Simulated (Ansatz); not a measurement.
# AgRh (P-6m2) in Ansatz: a series of runs

The runs below take AgRh through single point, equation of state, with LDA.

Everything below comes from runs of Ansatz 0.2.0. Logs are shortened: lines on timing, memory, paths and dates and some standing lists are left out, and cuts for length are marked.

## Step 1: Starting point

Symmetry: P-6m2, No. 187, hexagonal system. Conventional cell: a = 2.778 Å, b = 2.778 Å, c = 4.809 Å, α = 90.00°, β = 90.00°, γ = 120.00°. Ag (site symmetry -6m2) has 6 Ag at 2.78 Å and 6 Rh at 2.89 Å as nearest neighbours. Around Rh (site symmetry -6m2) lie 6 Rh at 2.78 Å and 6 Ag at 2.89 Å.

The cell comes from a database or a generator and needn't be the stable form of this composition.

## Step 2: Single point, LDA, 15.10 Å³/atom (volume scaled by 0.94)

The input, input.yaml:

```yaml
crystal:
  lattice:
    - [2.7208868163, 0.0, 0.0]
    - [-1.3604434081, 2.3563571037, 0.0]
    - [0.0, 0.0, 4.7104397215]
  atoms:
    - { symbol: Ag, position: [0.0, 0.0, 0.5] }
    - { symbol: Rh, position: [0.6666666667, 0.3333333333, 0.0] }
hamiltonian:
  xc: lda
  pseudopotentials: { kind: paw }
kpoints:
  mp_grid: { grid: [11, 11, 6] }
scf:
  occupations: { method: fermi_dirac, width: 0.05 }
output:
  forces: true
  stress: true
  eigenvalues: true
  write_density: true
  write_potential: true
  elf: true
  volumetric_format: npy
```

Potentials or basis: Ansatz PAW.

Launch:

```
$ ansatz run input.yaml --threads 2 --pin off --max-ram 5632MiB --backend cpu --events-out ev --progress --plain --runs-dir out
```

Standard output:

```text
Warning: RAYON_NUM_THREADS=2 ignored (pool sized by the plan → 2); use --threads N
Engine: ansatz 0.2.0, x86_64-unknown-linux-gnu
Pseudopotentials: kind: paw
Pseudopotential: Ag, paw, valence charge 19, recommended cutoff 420 eV (normal), Ag.paw.azcp
Pseudopotential: Rh, paw, valence charge 17, recommended cutoff 420 eV (normal), Rh.paw.azcp
Functional definition: SPW92
  exchange = slater_x
  correlation = pw_c
Crystal: 2 atoms, lattice volume = 30.200 Å³
Basis set: ecut = 420 eV, 597 PW (Γ)
Bands: 22, of which v1, the nominal top of the filled ones, is band 18 counted from 1 (17 counted from 0)
Symmetry: 12 space group operations
Space group: P-6m2 (ITA 187), of the structure as read, at distance tolerance 3.1e-5 Å
k-points: 64 of 726 (time reversal used)
Non-local potential: Ag, projectors of the file, l = 0: 3, l = 1: 2, l = 2: 2, l = 3: 1
Non-local potential: Rh, projectors of the file, l = 0: 3, l = 1: 2, l = 2: 2, l = 3: 1
PAW form: soft (Blöchl's): semilocal exchange-correlation on the pseudo side does not see the compensation charge
PAW frozen core: Ag, regenerated for the run's functional, and the local potential with it (the file was generated under x = pbe(κ = 0.804, μ = 0.2195149727645171), c = pbe(β = 0.06672455060314922))
PAW frozen core: Rh, regenerated for the run's functional, and the local potential with it (the file was generated under x = pbe(κ = 0.804, μ = 0.2195149727645171), c = pbe(β = 0.06672455060314922))
PAW one-centre angular grid: Ag, 590 points (default); XC on 64 Gauss nodes
PAW one-centre angular grid: Rh, 590 points (default); XC on 64 Gauss nodes
Initial density: superposition of atomic densities (neutral atoms: chi_scale 0, normalization atom), corrected by the library's trained network
Initial wavefunctions: pseudopotential atomic-orbital guess
Functional: x = slater, c = lda
SCF iter   1: F=—  HF=-13736.250426 eV  |F-HF|=—  |Δ(HF+E_count)|=         —  Δρ=1.71e-2  dr2=5.04e-2  ethr=1.77e-3  ⟨swp⟩=5.0  Hψ=5441  notcnv=0
preconditioner: auto → Kerker (q_TF=auto, 2.809 Å⁻¹)  [metal: Δε(μ)=0.050 eV  Ē_g=9.521 eV  σ=0.050 eV  W_gap=0.24  n_scr=10 (ndim 8)  ℏωp=30.2 eV  f_vac=0.000  D(μ)=2.69/eV (n_scr^D=36)]
SCF iter   2: F=—  HF=-13736.239609 eV  |F-HF|=—  |Δ(HF+E_count)|=   1.08e-2  Δρ=6.88e-3  dr2=6.08e-3  ethr=1.40e-4  ⟨swp⟩=2.7  Hψ=2600  notcnv=0
SCF iter   3: F=—  HF=-13736.237601 eV  |F-HF|=—  |Δ(HF+E_count)|=   2.01e-3  Δρ=1.85e-3  dr2=7.99e-4  ethr=1.69e-5  ⟨swp⟩=2.4  Hψ=1838  notcnv=0
SCF iter   4: F=—  HF=-13736.237381 eV  |F-HF|=—  |Δ(HF+E_count)|=   2.20e-4  Δρ=4.97e-4  dr2=1.16e-4  ethr=2.22e-6  ⟨swp⟩=1.2  Hψ=1552  notcnv=0
SCF iter   5: F=—  HF=-13736.237348 eV  |F-HF|=—  |Δ(HF+E_count)|=   3.33e-5  Δρ=3.00e-4  dr2=5.74e-5  ethr=3.21e-7  ⟨swp⟩=2.0  Hψ=2021  notcnv=0
SCF iter   6: F=—  HF=-13736.237331 eV  |F-HF|=—  |Δ(HF+E_count)|=   1.64e-5  Δρ=9.28e-5  dr2=1.42e-6  ethr=1.60e-7  ⟨swp⟩=1.4  Hψ=1571  notcnv=0
SCF iter   7: F=-13736.237331 eV  HF=-13736.237331 eV  |F-HF|=2.89e-8  |Δ(HF+E_count)|=   3.21e-7  Δρ=1.57e-5  dr2=4.70e-8  ethr=2.78e-10  ⟨swp⟩=6.3  Hψ=9436  notcnv=0
SCF 1 converged in 7 iterations: F = -13736.237331 eV  dr2 = 4.70e-8
SCF converged after 7 iterations
Free energy (F): -13736.237331 eV
Harris-Foulkes:  -13736.237331 eV  (|F-HF|=2.89e-8)
Internal energy: -13736.213407 eV  (E = F + TS)
E sigma→0 (E₀):  -13736.225369 eV
Entropy (-TS):   -0.023924 eV (-11.962 meV/atom)
Fermi energy:    19.222919 eV
--- Per-component energies (eV) ---
  E_band       = -316.946045
  E_kinetic    = 1101.099264
  E_local      = -3721.082293  (includes V_loc(G=0)·N_el)
  E_nonlocal   = 447.973388
  E_hartree    = 1527.559145
  E_xc         = -404.252996
  E_vxc        = -512.707956  (∫ρ·V_xc dr)
  E_paw        = -7234.273800  (= ΣΔE_a)
  E_vpaw       = -687.341470  (= ΣTr[D̂ρ^β])
  E_aug_tail   = 0.001029  (compensation charges beyond the density's cutoff)
  E_ewald      = -5454.584434
  E_core_change = 1.347290  (= ΣΔE_core)
  E_smearing   = -0.023924  (= −TS)
  E_closure    = 0.000000  (closes the sum)
  Σ components = -13736.237331   (vs F -13736.237331, Δ=0.00e0)
--- Forces (eV/Å), atoms counted from 1 ---
  atom   1  Ag     0.00000000     0.00000000     0.00000000
  atom   2  Rh     0.00000000     0.00000000     0.00000000
  max |Σ_I F_I| component: 1.85e-17 eV/Å
--- Stress (GPa, compression-positive) ---
       -5.997569       0.000000       0.000000
        0.000000      -5.997569       0.000000
        0.000000       0.000000      -7.287579
  P = ⅓ Tr σ = -6.4276 GPa (-64.276 kbar)
--- Band table (eV; the first three rows and the last of 64) ---
  k-point 0: bands = ["-72.2696", "-58.6310", "-35.8041", "-35.6932", "-35.6932", "-26.4386", "-26.3781", "-26.3781", "11.5195", "13.0915", "14.7745", "14.7745", "15.6986", "16.0775", "16.0775", "17.2515", "17.2515", "19.2105", "19.3693", "19.3693", "24.9285", "35.8649"]
  k-point 1: bands = ["-72.2696", "-58.6310", "-35.8036", "-35.6932", "-35.6932", "-26.4398", "-26.3781", "-26.3781", "11.7218", "13.1472", "14.7632", "14.7632", "15.6127", "16.0481", "16.0481", "17.3123", "17.3123", "18.3239", "19.3611", "19.3611", "26.1943", "35.2394"]
  k-point 2: bands = ["-72.2696", "-58.6311", "-35.8027", "-35.6932", "-35.6932", "-26.4422", "-26.3781", "-26.3781", "12.2041", "13.3428", "14.7425", "14.7425", "15.2945", "15.9901", "15.9901", "16.9738", "17.4368", "17.4368", "19.3386", "19.3386", "28.7873", "34.0760"]
  k-point 63: bands = ["-72.2392", "-58.5583", "-35.8923", "-35.8440", "-35.7675", "-26.7732", "-26.6769", "-26.3630", "13.9194", "14.2355", "14.5451", "14.5810", "15.0671", "16.5520", "17.1119", "17.6247", "18.0703", "19.2792", "24.2672", "25.8085", "26.6989", "27.9478"]
```

Wall time 4.6 s (2 threads of Intel Xeon at 2.50GHz (Skylake/Cascade Lake), shared host); peak memory 0.37 GiB.

Results:

| Quantity | Value |
| --- | --- |
| Free energy | -13736.2373 eV |
| Pressure | -6.4 GPa |
| Band gap on the k mesh | none (metal or under the smearing width) |

Caveat: the PAW data sets come from PBE, with cores solved anew for the run's functional, which leaves a small shift of forces and pressure.

## Step 3: Single point, LDA, 15.42 Å³/atom (volume scaled by 0.96)

The input, input.yaml:

```yaml
crystal:
  lattice:
    - [2.7400486223, 0.0, 0.0]
    - [-1.3700243112, 2.3729517146, 0.0]
    - [0.0, 0.0, 4.7436129252]
  atoms:
    - { symbol: Ag, position: [0.0, 0.0, 0.5] }
    - { symbol: Rh, position: [0.6666666667, 0.3333333333, 0.0] }
hamiltonian:
  xc: lda
  pseudopotentials: { kind: paw }
kpoints:
  mp_grid: { grid: [11, 11, 6] }
scf:
  occupations: { method: fermi_dirac, width: 0.05 }
output:
  forces: true
  stress: true
  eigenvalues: true
```

Potentials or basis: Ansatz PAW.

Launch:

```
$ ansatz run input.yaml --threads 2 --pin off --max-ram 5632MiB --backend cpu --events-out ev --progress --plain --runs-dir out
```

It took 3.5 s on 2 threads of Intel Xeon at 2.50GHz (Skylake/Cascade Lake), shared host; peak memory 0.36 GiB.

Results (log left out):

```yaml
Free_energy: -13736.2044 eV
Pressure: -9.9 GPa
Band_gap_on_the_k_mesh: none (metal or under the smearing width)
```

Caveat: the PAW data sets come from PBE, with cores solved anew for the run's functional, which leaves a small shift of forces and pressure.

## Step 4: Single point, LDA, 15.74 Å³/atom (volume scaled by 0.98)

input.yaml: that of step 3 with these lines changed.

```diff
@@ -2,5 +2,5 @@
   lattice:
-    - [2.7400486223, 0.0, 0.0]
-    - [-1.3700243112, 2.3729517146, 0.0]
-    - [0.0, 0.0, 4.7436129252]
+    - [2.7589461066, 0.0, 0.0]
+    - [-1.3794730533, 2.389317416, 0.0]
+    - [0.0, 0.0, 4.7763285309]
   atoms:
```

Launch:

```
$ ansatz run input.yaml --threads 2 --pin off --max-ram 5632MiB --backend cpu --events-out ev --progress --plain --runs-dir out
```

Wall time 3.3 s (2 threads of Intel Xeon at 2.50GHz (Skylake/Cascade Lake), shared host); peak memory 0.36 GiB.

The run converged. Its results:

```yaml
Free_energy: -13736.1583 eV
Pressure: -13.0 GPa
Band_gap_on_the_k_mesh: none (metal or under the smearing width)
```

Caveat: the PAW data sets come from PBE, with cores solved anew for the run's functional, which leaves a small shift of forces and pressure.

## Step 5: Single point, LDA, 16.06 Å³/atom

input.yaml: that of step 4 with these lines changed.

```diff
@@ -2,5 +2,5 @@
   lattice:
-    - [2.7589461066, 0.0, 0.0]
-    - [-1.3794730533, 2.389317416, 0.0]
-    - [0.0, 0.0, 4.7763285309]
+    - [2.7775881998, 0.0, 0.0]
+    - [-1.3887940999, 2.4054619423, 0.0]
+    - [0.0, 0.0, 4.808602]
   atoms:
@@ -19 +19,5 @@
   eigenvalues: true
+  write_density: true
+  write_potential: true
+  elf: true
+  volumetric_format: npy
```

Launch:

```
$ ansatz run input.yaml --threads 2 --pin off --max-ram 5632MiB --backend cpu --events-out ev --progress --plain --runs-dir out
```

It took 5.1 s on 2 threads of Intel Xeon at 2.50GHz (Skylake/Cascade Lake), shared host; peak memory 0.37 GiB.

It converged, with:

| Item | Value |
| --- | --- |
| Free energy | -13736.1008 eV |
| Pressure | -15.6 GPa |
| Band gap on the k mesh | none (metal or under the smearing width) |

Caveat: the PAW data sets come from PBE, with cores solved anew for the run's functional, which leaves a small shift of forces and pressure.

## Step 6: Single point, LDA, 16.39 Å³/atom (volume scaled by 1.02)

The input, input.yaml:

```yaml
crystal:
  lattice:
    - [2.7959833597, 0.0, 0.0]
    - [-1.3979916799, 2.4213926181, 0.0]
    - [0.0, 0.0, 4.8404479744]
  atoms:
    - { symbol: Ag, position: [0.0, 0.0, 0.5] }
    - { symbol: Rh, position: [0.6666666667, 0.3333333333, 0.0] }
hamiltonian:
  xc: lda
  pseudopotentials: { kind: paw }
kpoints:
  mp_grid: { grid: [11, 11, 6] }
scf:
  occupations: { method: fermi_dirac, width: 0.05 }
output:
  forces: true
  stress: true
  eigenvalues: true
```

Potentials or basis: Ansatz PAW.

Launch:

```
$ ansatz run input.yaml --threads 2 --pin off --max-ram 5632MiB --backend cpu --events-out ev --progress --plain --runs-dir out
```

Run time: 3.9 s. Hardware: 2 threads of Intel Xeon at 2.50GHz (Skylake/Cascade Lake), shared host; peak memory 0.37 GiB.

It converged, with:

```
Free energy            : -13736.0336 eV
Pressure               : -17.9 GPa
Band gap on the k mesh : none (metal or under the smearing width)
```

Caveat: the PAW data sets come from PBE, with cores solved anew for the run's functional, which leaves a small shift of forces and pressure.

## Step 7: Single point, LDA, 16.71 Å³/atom (volume scaled by 1.04)

input.yaml: that of step 6 with these lines changed.

```diff
@@ -2,5 +2,5 @@
   lattice:
-    - [2.7959833597, 0.0, 0.0]
-    - [-1.3979916799, 2.4213926181, 0.0]
-    - [0.0, 0.0, 4.8404479744]
+    - [2.8141396046, 0.0, 0.0]
+    - [-1.4070698023, 2.4371163874, 0.0]
+    - [0.0, 0.0, 4.8718803355]
   atoms:
```

Launch:

```
$ ansatz run input.yaml --threads 2 --pin off --max-ram 5632MiB --backend cpu --events-out ev --progress --plain --runs-dir out
```

It took 4 s on 2 threads of Intel Xeon at 2.50GHz (Skylake/Cascade Lake), shared host; peak memory 0.37 GiB.

It converged, with:

```
Free energy            : -13735.9579 eV
Pressure               : -19.8 GPa
Band gap on the k mesh : none (metal or under the smearing width)
```

Caveat: the PAW data sets come from PBE, with cores solved anew for the run's functional, which leaves a small shift of forces and pressure.

## Step 8: Single point, LDA, 17.03 Å³/atom (volume scaled by 1.06)

input.yaml: that of step 7 with these lines changed.

```diff
@@ -2,5 +2,5 @@
   lattice:
-    - [2.8141396046, 0.0, 0.0]
-    - [-1.4070698023, 2.4371163874, 0.0]
-    - [0.0, 0.0, 4.8718803355]
+    - [2.8320645439, 0.0, 0.0]
+    - [-1.416032272, 2.4526398402, 0.0]
+    - [0.0, 0.0, 4.9029122571]
   atoms:
```

Launch:

```
$ ansatz run input.yaml --threads 2 --pin off --max-ram 5632MiB --backend cpu --events-out ev --progress --plain --runs-dir out
```

Run time: 4 s. Hardware: 2 threads of Intel Xeon at 2.50GHz (Skylake/Cascade Lake), shared host; peak memory 0.36 GiB.

It converged, with:

| Property | Result |
| --- | --- |
| Free energy | -13735.8749 eV |
| Pressure | -21.5 GPa |
| Band gap on the k mesh | none (metal or under the smearing width) |

Caveat: the PAW data sets come from PBE, with cores solved anew for the run's functional, which leaves a small shift of forces and pressure.

## Step 9: Equation of state, LDA

Potentials or basis: Ansatz PAW.

This step only gathers the single runs of the series.

What came out:

```
Equilibrium volume                        : 14.61 Å³/atom (rough: see the caveat)
Bulk modulus at fixed shape and positions : 213 GPa (rough)
```

Energy against volume, from the lowest point:
```
volume (Å³/atom)  energy (meV/atom)
          15.100               0.00
          15.421              16.48
          15.743              39.53
          16.064              68.25
          16.385             101.87
          16.707             139.73
          17.028             181.22
```

Caveat: the minimum lies outside the volumes run; the cell was scaled at fixed shape and fractional positions, which overstates the stiffness of a crystal with free parameters, most of all of layers and chains.
